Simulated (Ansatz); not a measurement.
# ClH5NOSbSi: small, medium and large basis sets

An exercise on one series of results from a longer session: the logs are not shown, and one member is left open.

Computed with Ansatz 0.2.0, Gaussian basis. Level: one geometry, several basis sets.

Levels to be run: PBE0-D4/def2-SVP; ωB97M-V/def2-SVP; PBE0-D4/def2-QZVPP; ωB97M-V/def2-QZVPP; the functionals' def2-TZVPP values are taken from earlier runs.

### The relaxed structure

The geometry comes from an earlier relaxation with PBE0-D4 in a triple-zeta def2 set; it is a stationary point, not always the lowest conformer. Sb takes the def2 core potential; no spin-orbit term is included.

SMILES `N[Si](O)(Cl)[SbH2]`, 10 atoms, charge 0, spin multiplicity 1.

Atoms are counted from 1 here; the program's logs count them from 0.

Bond lengths: N1–Si2 1.708 Å, N1–H6 1.009 Å, N1–H7 1.008 Å, Si2–O3 1.637 Å, Si2–Cl4 2.068 Å, Si2–Sb5 2.565 Å, O3–H8 0.961 Å, Sb5–H9 1.712 Å, Sb5–H10 1.710 Å. Angles: Si2–N1–H6 119.2°, Si2–N1–H7 118.9°, H6–N1–H7 111.3°, N1–Si2–O3 109.7°, N1–Si2–Cl4 103.6°, N1–Si2–Sb5 121.2°, O3–Si2–Cl4 112.0°, O3–Si2–Sb5 103.0°, Cl4–Si2–Sb5 107.5°, Si2–O3–H8 116.0°, Si2–Sb5–H9 90.0°, Si2–Sb5–H10 89.9°, H9–Sb5–H10 91.1°.

Set-up of the first run:

Contents of in.yaml:

```yaml
crystal:
  periodic: [false, false, false]
  atoms:
    - {symbol: N, position_ang: [-1.283618, -0.427853, -0.622509]}
    - {symbol: Si, position_ang: [0.333908, -0.494097, -0.077322]}
    - {symbol: O, position_ang: [0.440467, -1.490336, 1.216926]}
    - {symbol: Cl, position_ang: [1.367290, -1.233462, -1.709483]}
    - {symbol: Sb, position_ang: [1.554542, 1.617449, 0.717922]}
    - {symbol: H, position_ang: [-1.982436, 0.003784, -0.037075]}
    - {symbol: H, position_ang: [-1.461200, -0.247728, -1.598120]}
    - {symbol: H, position_ang: [-0.042236, -2.319254, 1.152308]}
    - {symbol: H, position_ang: [0.172664, 2.079931, 1.615797]}
    - {symbol: H, position_ang: [0.983617, 2.460367, -0.655446]}
basis:
  gaussian: {orbitals: def2-SVP}
hamiltonian: {xc: pbe0, dispersion: d4}
output: {orbitals: {seedname: orbitals}}
```

Among the steps run: PBE0-D4 in def2-SVP; ωB97M-V in def2-SVP; PBE0-D4 in def2-QZVPP; ωB97M-V in def2-QZVPP.

One of the session's tables, all rows but one given; the rest of the session is left out.

It belongs to the step «Density functionals: the series». 

```
functional       basis  HOMO (eV)  LUMO (eV)
   PBE0-D4    def2-SVP      -6.80       0.05
   PBE0-D4  def2-TZVPP      -6.94      -0.20
   PBE0-D4  def2-QZVPP      -6.98      -0.29
   ωB97M-V    def2-SVP          ?          ?
   ωB97M-V  def2-TZVPP      -8.95       1.46
   ωB97M-V  def2-QZVPP      -8.99       1.25
```

**Question.** Estimate the row for ωB97M-V, def2-SVP.

The run gave: HOMO (eV): -8.79; LUMO (eV): 1.92. In the column «HOMO (eV)» it lies between ωB97M-V, def2-TZVPP (-8.95) and PBE0-D4, def2-QZVPP (-6.98).
